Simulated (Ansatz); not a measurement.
# KNa3Ge: the cost of one run

Program: Ansatz 0.2.0. Level of theory: DFT PBE, scalar-relativistic, plane waves, PAW. These are calculated values, not measurements.

2 further runs of the same task are left out: 1 that didn't finish, 1 set aside as unsound or not needed.

### Step 1. Starting point

The structure is cubic, space group Pm-3m (No. 221). Conventional cell: a = 5.793 Å, b = 5.793 Å, c = 5.793 Å, α = 90.00°, β = 90.00°, γ = 90.00°. Around K (site symmetry m-3m) lie 12 Na at 4.10 Å. Na (site symmetry 4/mmm) has 2 Ge at 2.90 Å as nearest neighbours. Ge (site symmetry m-3m) is surrounded by 6 Na at 2.90 Å.

Structure file:

```
CELL_PARAMETERS angstrom
5.79283 0.00000 0.00000
0.00000 5.79283 0.00000
0.00000 0.00000 5.79283
ATOMIC_POSITIONS crystal
K 0.00000 0.00000 0.00000
Na 0.00000 0.50000 0.50000
Na 0.50000 0.00000 0.50000
Na 0.50000 0.50000 0.00000
Ge 0.50000 0.50000 0.50000
```

The cell was relaxed beforehand at this level, from a generated guess; it is a trial structure. At a tolerance of 0.05 Å it has space group Pm-3m (No. 221); it has 38.88 Å³/atom, an uncorrected energy of -0.01 eV/atom over the elements.

### Step 2. Electronic structure at the relaxed geometry

Contents of input.yaml:

```yaml
crystal:
  lattice:
    - [5.7928263066, 0.0, 0.0]
    - [0.0, 5.7928263066, 0.0]
    - [0.0, 0.0, 5.7928263066]
  atoms:
    - { symbol: K, position: [0.0, 0.0, 0.0] }
    - { symbol: Na, position: [0.0, 0.5, 0.5] }
    - { symbol: Na, position: [0.5, 0.0, 0.5] }
    - { symbol: Na, position: [0.5, 0.5, 0.0] }
    - { symbol: Ge, position: [0.5, 0.5, 0.5] }
basis:
  ecutwfc: 420
kpoints:
  mp_grid: { grid: [8, 8, 8] }
  band_path:
    path:
      - [[0.0, 0.0, 0.0], [0.0, 0.5, 0.0], [0.5, 0.5, 0.0], [0.0, 0.0, 0.0], [0.5, 0.5, 0.5], [0.0, 0.5, 0.0]]
      - [[0.5, 0.5, 0.5], [0.5, 0.5, 0.0]]
    npoints: 14
hamiltonian:
  xc: pbe
scf:
  occupations: { method: gaussian, width: 0.1 }
  n_extra_bands: 12
output:
  forces: true
  stress: true
  eigenvalues: true
  populations: true
  dos: { projected: true, de: 0.02, nscf_kmesh: { grid: [10, 10, 10] } }
  bader: true
  write_density: true
  write_potential: true
  elf: true
  volumetric_format: npy
```

The run is started by

```console
$ ansatz run input.yaml --threads 1 --pin off --max-ram 2048MiB --backend cpu --events-out ev --progress --plain --runs-dir out
```

What time and memory should one allow on 1 thread of Intel Xeon 6975P-C (Granite Rapids), shared host?

About 50 s, with a peak of 0.69 GiB.
